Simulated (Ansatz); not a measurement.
# AlGeH5N2: the cost of one run

All numbers are computed with the Python package of Ansatz 0.2.0. Level of theory: r2SCAN0/def2-SVP.

### Step 1. The system

Bond lengths: N1–Al2 1.857 Å, Al2–N3 1.871 Å, Al2–Ge4 2.390 Å, N3–Ge4 1.790 Å, N1–H5 1.079 Å, N1–H6 1.103 Å, N3–H7 1.057 Å, Ge4–H8 1.552 Å, Ge4–H9 1.609 Å. Angles (14 of 15 angles, heavy atoms first): N1–Al2–N3 153.2°, N1–Al2–Ge4 158.8°, N3–Al2–Ge4 47.8°, Al2–N3–Ge4 81.5°, Al2–Ge4–N3 50.7°, Al2–N1–H5 109.2°, Al2–N1–H6 108.5°, Al2–N3–H7 108.8°, Ge4–N3–H7 110.0°, Al2–Ge4–H8 117.2°, Al2–Ge4–H9 117.9°, N3–Ge4–H8 113.0°, N3–Ge4–H9 113.9°, H5–N1–H6 102.8°.

No structure file is read: the coordinates are typed or built in the script.

### Step 2. The script

Contents of run_scan.py:

```python
# -*- coding: utf-8 -*-
"""Stretching a bond of AlGeH5N2, the rest held rigid."""

import warnings

import ansatz as az
import numpy as np

BASIS = "def2-SVP"
XC = "r2scan0"

warnings.simplefilter("ignore", az.DeckWarning)

geometry_ang = [
    ("N", (-0.3142, 2.0161, -1.3353)),
    ("Al", (0.142, 0.5812, -0.2481)),
    ("N", (1.3693, -0.5697, 0.571)),
    ("Ge", (-0.1413, -1.3773, 1.0921)),
    ("H", (-0.9338, 1.6646, -2.1463)),
    ("H", (-0.997, 2.6762, -0.7744)),
    ("H", (1.8472, -1.1443, -0.176)),
    ("H", (-0.4003, -2.7142, 0.3483)),
    ("H", (-0.4836, -1.1787, 2.6516)),
]
mol = az.Crystal.molecule()
for symbol, xyz in geometry_ang:
    mol = mol.atom(symbol, xyz)

symbols = [site.symbol for site in mol.cartesian_sites]
start = np.array([site.position_ang for site in mol.cartesian_sites])
axis = (start[4] - start[0]) / np.linalg.norm(start[4] - start[0])
moving = [4]
lengths, energies = [0.95, 0.993, 1.036, 1.079, 1.123, 1.166, 1.209, 1.274], []
for length in lengths:
    xyz = start.copy()
    xyz[moving] += (length - np.linalg.norm(start[4] - start[0])) * axis
    point = az.Crystal.molecule()
    for symbol, place in zip(symbols, xyz):
        point = point.atom(symbol, place.tolist())
    calc = point.calculation().basis(gaussian=BASIS).functional(XC)
    report = calc.run(threads=1, backend="cpu").report
    energies.append(report["free_energy_ev"])
    print(f"r = {length:6.3f} A  E = {energies[-1]:.5f} eV  <S^2> = {abs(report['mean_field']['state']['spin_squared']):.3f}")

# quartic fit about the minimum
fit = np.polynomial.Polynomial.fit(lengths, np.array(energies) - min(energies), 4).convert()
roots = [r.real for r in fit.deriv().roots() if abs(r.imag) < 1e-9 and fit.deriv(2)(r.real) > 0]
r_e = min(roots, key=lambda r: abs(r - lengths[int(np.argmin(energies))]))
print(f"minimum of the fit at {r_e:.4f} A, force constant {fit.deriv(2)(r_e):.2f} eV/A^2")
```

### Step 3. The calls as engine input

The package turns the script's settings into the engine's input (first run):

```yaml
crystal:
  periodic: [false, false, false]
  atoms:
    - { symbol: "N", position_ang: [-0.3142, 2.0161, -1.3353] }
    - { symbol: Al, position_ang: [0.142, 0.5812, -0.2481] }
    - { symbol: "N", position_ang: [1.3693, -0.5697, 0.571] }
    - { symbol: Ge, position_ang: [-0.1413, -1.3773, 1.0921] }
    - { symbol: H, position_ang: [-0.8595043803472608, 1.7067480153452839, -2.0490537967424607] }
    - { symbol: H, position_ang: [-0.997, 2.6762, -0.7744] }
    - { symbol: H, position_ang: [1.8472, -1.1443, -0.176] }
    - { symbol: H, position_ang: [-0.4003, -2.7142, 0.3483] }
    - { symbol: H, position_ang: [-0.4836, -1.1787, 2.6516] }
basis:
  gaussian:
    orbitals: def2-SVP
hamiltonian:
  xc: r2scan0
```

### Step 4. The run

On the command line:

```bash
$ python run_scan.py
```

**Question.** How long does this script take on 1 thread of Arm Neoverse V1, shared host, and how much memory does it need?

About 61 s, with a peak of 0.3 GiB.
